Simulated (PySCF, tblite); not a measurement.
**C₂H₁₅NOSi₄: geometry, infrared bands and NMR shifts**

Aim: predict the infrared bands and NMR shifts of C₂H₁₅NOSi₄ (`COC[SiH2][SiH2]N([SiH3])[SiH3]`).

Programs: tblite 0.8.0 and PySCF 2.14.0, with density-fitted response routines of our own. Each step states its level of theory. These are calculated values for one molecule in the gas phase, unless marked as measured. Atoms count from 0, in the outputs and in this text.

### Step 1. The starting structure

23 atoms, charge 0, multiplicity 1; geometry from: force field or distance geometry start.

Bonds of the start (Å): C0–O1 1.44, O1–C2 1.42, C2–Si3 1.89, Si3–Si4 2.35, Si4–N5 1.70, N5–Si6 1.69, N5–Si7 1.70, C0–H8 1.09, C0–H9 1.08, C0–H10 1.10, C2–H11 1.09, C2–H12 1.10, Si3–H13 1.49, Si3–H14 1.49, Si4–H15 1.48, Si4–H16 1.48, Si6–H17 1.48, Si6–H18 1.48, Si6–H19 1.49, Si7–H20 1.49, Si7–H21 1.48, Si7–H22 1.48.

### Step 2. Geometry optimisation with GFN2-xTB

The job: settings as JSON, then the geometry in Å.

```
{"job": {"kind": "relax", "xc": "GFN2-xTB", "basis": "xTB"}, "charge": 0, "multiplicity": 1}
C      3.706500    -2.071800     0.604300
O      2.729400    -1.063600     0.287400
C      2.027200    -1.373100    -0.905900
Si     0.751300    -0.090000    -1.457800
Si    -0.851800     0.054700     0.251100
N     -2.231500     0.978000    -0.136500
Si    -3.461600     0.681600     0.977500
Si    -1.872500     2.638900    -0.129600
H      4.208700    -1.788500     1.533000
H      4.439000    -2.141900    -0.188200
H      3.206700    -3.038400     0.753000
H      2.741000    -1.485200    -1.720800
H      1.506700    -2.332300    -0.770900
H      0.116400    -0.539100    -2.725300
H      1.386800     1.237000    -1.692900
H     -1.285100    -1.344400     0.494900
H     -0.242000     0.551100     1.510800
H     -4.669400     1.451400     0.611400
H     -3.842700    -0.749800     0.931300
H     -3.043900     1.034400     2.367700
H     -3.088700     3.406400    -0.520000
H     -1.400200     3.093800     1.194100
H     -0.835000     2.918100    -1.140500
```

Started as:

```console
$ OMP_NUM_THREADS=1 python probes_run.py task.json out
```

One launch serves the whole session: the jobs run in the order shown.

**Question.** This job is followed by: GFN2-xTB harmonic vibrations, gas phase; GIAO PBE0/pcSseg-1 NMR shielding, non-relativistic, gas phase. Predict these results of the whole session: strongest single infrared mode (GFN2-xTB); zero-point energy (GFN2-xTB); ¹³C shifts against TMS (PBE0/pcSseg-1); ¹H shifts against TMS (PBE0/pcSseg-1, means over atoms taken as alike); ¹⁷O shifts against H2O (PBE0/pcSseg-1); ²⁹Si shifts against TMS (PBE0/pcSseg-1, means over atoms taken as alike); ¹⁵N shifts against NH3 (PBE0/pcSseg-1).

As calculated:

```
                                                                quantity                             value
                               strongest single infrared mode (GFN2-xTB)             2218 cm⁻¹, 795 km/mol
                                            zero-point energy (GFN2-xTB)                     96.8 kcal/mol
                                  ¹³C shifts against TMS (PBE0/pcSseg-1)                    65.5, 64.3 ppm
  ¹H shifts against TMS (PBE0/pcSseg-1, means over atoms taken as alike)  5.14, 4.74, 4.17, 3.42, 3.38 ppm
                                  ¹⁷O shifts against H2O (PBE0/pcSseg-1)                          14.9 ppm
²⁹Si shifts against TMS (PBE0/pcSseg-1, means over atoms taken as alike)           -35.8, -44.6, -77.7 ppm
                                  ¹⁵N shifts against NH3 (PBE0/pcSseg-1)                         -15.1 ppm
```

**Reading.** The optimisation took 162 steps and gained 0.748 eV; among the close pairs (by a distance rule), Si4–N5 changed most, from 1.705 to 1.760 Å. No mode is imaginary among the 63: a minimum at this level. The strongest single mode, at 2218 cm⁻¹, moves mainly H21 and H19. GFN2-xTB is a fitted tight-binding method: band positions and strengths are rough. Its intensities can rank the bands wrongly.
